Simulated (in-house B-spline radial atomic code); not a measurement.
**Ho⁶³⁺: a test of the number of DIIS vectors**

How far can the number of DIIS vectors be changed before the Ho⁶³⁺ run goes wrong?

Method: non-relativistic BLYP, spin-polarised, spherical fractional occupations, point nucleus, basis-set limit. Code: in-house B-spline radial atomic code version 1.

## (1) Starting point

| Item | Value |
| --- | --- |
| element | holmium (Z = 67) |
| charge | +63 |
| electrons | 4 |
| configuration | [He] 2s2 |
| Hamiltonian | non-relativistic |
| nucleus | point |

The outer shells:

[He] 2s2
```
[He] core
2s [↑↓]
```

Where spins are not typed, each open shell is filled with up spins first.

A run counts as converged when the orbital gradient is under the tolerance times 67 hartree (or under the basis's noise floor) and the energy moved by less than 1e-8 hartree times the root of its size. Energy differences under 2e-05 hartree are noise.

Settings of the run:

```ini
Z = 67
electrons = 4.0
configuration = [He] 2s2
hamiltonian = nr
method = b88,lyp
spin_polarised = True
knot_spacing = 0.22
spline_order = 8
gauss_points = 12
box_radius = 0.94
max_iterations = 70
damping = 0.5
damped_steps = 3
diis_vectors = 10
tolerance = 1e-08
start = Thomas-Fermi
```

The reference is known from an earlier run: -5506.899805 hartree in all. Up to eight levels, counted from the top:

| orbital | occupation | energy (eV) | <r> (bohr) |
| --- | --- | --- | --- |
| 1s down | 1 | -58791.7 | 0.02255 |
| 1s up | 1 | -58791.7 | 0.02255 |
| 2s down | 1 | -14186.1 | 0.09159 |
| 2s up | 1 | -14186.1 | 0.09159 |

## (2) Number of DIIS vectors 0

The settings differ from step 1 so:

```diff
@@ -13,3 +13,3 @@
 damped_steps = 3
-diis_vectors = 10
+diis_vectors = 0
 tolerance = 1e-08
```

The run is started by

```sh
$ python run_scf.py task.json out
```

One command runs all members of the session, one after another, from task.json.

From the run's result record (rounded, not every field):

```text
status: converged
scf [iteration, energy, orbital gradient]:
  - [1, -5502.95175594, 6.87]
  - [2, -5506.8994207, 0.0611]
  - [3, -5506.89971118, 0.0303]
  - [4, -5506.89978225, 0.015]
  - [5, -5506.89979964, 0.00742]
  - [6, -5506.8998039, 0.00367]
  - [7, -5506.89980494, 0.00182]
  - [8, -5506.8998052, 0.000901]
  - [9, -5506.89980526, 0.000446]
  - [10, -5506.89980527, 0.000221]
  - [11, -5506.89980528, 0.000109]
  - [12, -5506.89980528, 5.42e-05]
  - [13, -5506.89980528, 2.68e-05]
  - [14, -5506.89980528, 1.33e-05]
  - [15, -5506.89980528, 6.58e-06]
  - [16, -5506.89980528, 3.26e-06]
  - [17, -5506.89980528, 1.61e-06]
  - [18, -5506.89980528, 7.99e-07]
  - [19, -5506.89980528, 3.95e-07]
energy [hartree]: {"total": -5506.89980528, "kinetic": 5506.75914199, "nuclear": -11117.2056912, "coulomb": 157.937970216, "xc": -54.3912263033}
orbitals [hartree, bohr; up spins, the down spins are equal]:
  - ["name", "occ", "eps", "<r>"]
  - ["1s up", 1.0, -2160.5563, 0.022547]
  - ["2s up", 1.0, -521.32779, 0.091588]
sum_r [bohr^k]: {"-1": 165.9284, "1": 0.2282693, "2": 0.02093798}
energy_minus_base [hartree]: 3.00133252e-11
```

Run time: 0.05 s. Hardware: 1 thread, shared host.

energy_minus_base is the energy less that of the reference run.

## (3) Number of DIIS vectors 1

The settings differ from step 2 so:

```diff
@@ -13,3 +13,3 @@
 damped_steps = 3
-diis_vectors = 0
+diis_vectors = 1
 tolerance = 1e-08
```

Results of the run:

```text
status: converged
scf [iteration, energy, orbital gradient]:
  - [1, -5502.95175594, 6.87]
  - [2, -5506.8994207, 0.0611]
  - [3, -5506.89971118, 0.0303]
  - [4, -5506.89978225, 0.015]
  - [5, -5506.89980528, 0.000147]
  - [6, -5506.89980528, 1.88e-06]
  - [7, -5506.89980528, 5.59e-08]
energy [hartree]: {"total": -5506.89980528, "kinetic": 5506.75912332, "nuclear": -11117.2056723, "coulomb": 157.937969914, "xc": -54.3912262051}
orbitals [hartree, bohr; up spins, the down spins are equal]:
  - ["name", "occ", "eps", "<r>"]
  - ["1s up", 1.0, -2160.5563, 0.022547]
  - ["2s up", 1.0, -521.32779, 0.091588]
sum_r [bohr^k]: {"-1": 165.9284, "1": 0.2282693, "2": 0.02093798}
energy_minus_base [hartree]: 3.00133252e-11
```

Run time: 0.02 s. Hardware: 1 thread, shared host.

## (4) Number of DIIS vectors 2

The settings differ from step 3 so:

```diff
@@ -13,3 +13,3 @@
 damped_steps = 3
-diis_vectors = 1
+diis_vectors = 2
 tolerance = 1e-08
```

Results of the run:

```text
status: converged
scf [iteration, energy, orbital gradient]:
  - [1, -5502.95175594, 6.87]
  - [2, -5506.8994207, 0.0611]
  - [3, -5506.89971118, 0.0303]
  - [4, -5506.89978225, 0.015]
  - [5, -5506.89980528, 0.000147]
  - [6, -5506.89980528, 1.27e-06]
  - [7, -5506.89980528, 3.44e-08]
energy [hartree]: {"total": -5506.89980528, "kinetic": 5506.75912421, "nuclear": -11117.2056732, "coulomb": 157.93796993, "xc": -54.3912262099}
orbitals [hartree, bohr; up spins, the down spins are equal]:
  - ["name", "occ", "eps", "<r>"]
  - ["1s up", 1.0, -2160.5563, 0.022547]
  - ["2s up", 1.0, -521.32779, 0.091588]
sum_r [bohr^k]: {"-1": 165.9284, "1": 0.2282693, "2": 0.02093798}
energy_minus_base [hartree]: 3.45607987e-11
```

Wall time 0.02 s (1 thread, shared host).

## (5) Number of DIIS vectors 4

The settings differ from step 4 so:

```diff
@@ -13,3 +13,3 @@
 damped_steps = 3
-diis_vectors = 2
+diis_vectors = 4
 tolerance = 1e-08
```

Results of the run:

```text
status: converged
scf [iteration, energy, orbital gradient]:
  - [1, -5502.95175594, 6.87]
  - [2, -5506.8994207, 0.0611]
  - [3, -5506.89971118, 0.0303]
  - [4, -5506.89978225, 0.015]
  - [5, -5506.89980528, 0.000147]
  - [6, -5506.89980528, 1.27e-06]
  - [7, -5506.89980528, 1.06e-08]
energy [hartree]: {"total": -5506.89980528, "kinetic": 5506.75912426, "nuclear": -11117.2056733, "coulomb": 157.937969932, "xc": -54.3912262103}
orbitals [hartree, bohr; up spins, the down spins are equal]:
  - ["name", "occ", "eps", "<r>"]
  - ["1s up", 1.0, -2160.5563, 0.022547]
  - ["2s up", 1.0, -521.32779, 0.091588]
sum_r [bohr^k]: {"-1": 165.9284, "1": 0.2282693, "2": 0.02093798}
energy_minus_base [hartree]: 3.00133252e-11
```

Run time: 0.02 s. Hardware: 1 thread, shared host.

## (6) Number of DIIS vectors 20

The settings differ from step 5 so:

```diff
@@ -13,3 +13,3 @@
 damped_steps = 3
-diis_vectors = 4
+diis_vectors = 20
 tolerance = 1e-08
```

Results of the run:

```text
status: converged
scf [iteration, energy, orbital gradient]:
  - [1, -5502.95175594, 6.87]
  - [2, -5506.8994207, 0.0611]
  - [3, -5506.89971118, 0.0303]
  - [4, -5506.89978225, 0.015]
  - [5, -5506.89980528, 0.000147]
  - [6, -5506.89980528, 1.27e-06]
  - [7, -5506.89980528, 1.06e-08]
energy [hartree]: {"total": -5506.89980528, "kinetic": 5506.75912426, "nuclear": -11117.2056733, "coulomb": 157.937969932, "xc": -54.3912262103}
orbitals [hartree, bohr; up spins, the down spins are equal]:
  - ["name", "occ", "eps", "<r>"]
  - ["1s up", 1.0, -2160.5563, 0.022547]
  - ["2s up", 1.0, -521.32779, 0.091588]
sum_r [bohr^k]: {"-1": 165.9284, "1": 0.2282693, "2": 0.02093798}
energy_minus_base [hartree]: 3.00133252e-11
```

It took 0.02 s on 1 thread, shared host.

## (7) Results

| run | outcome | iterations | energy less the reference (hartree) |
| --- | --- | --- | --- |
| reference | converged | 7 | 0 |
| number of DIIS vectors 0 | converged | 19 | below noise |
| number of DIIS vectors 1 | converged | 7 | below noise |
| number of DIIS vectors 2 | converged | 7 | below noise |
| number of DIIS vectors 4 | converged | 7 | below noise |
| number of DIIS vectors 20 | converged | 7 | below noise |

**Reading.** Of 5 changed inputs, 5 gave the reference energy within 2e-05 hartree. Among the runs that reach the reference energy the iterations number 7 to 19, against 7: this setting changes the number of steps, not the answer. No value tried here spoils the result.
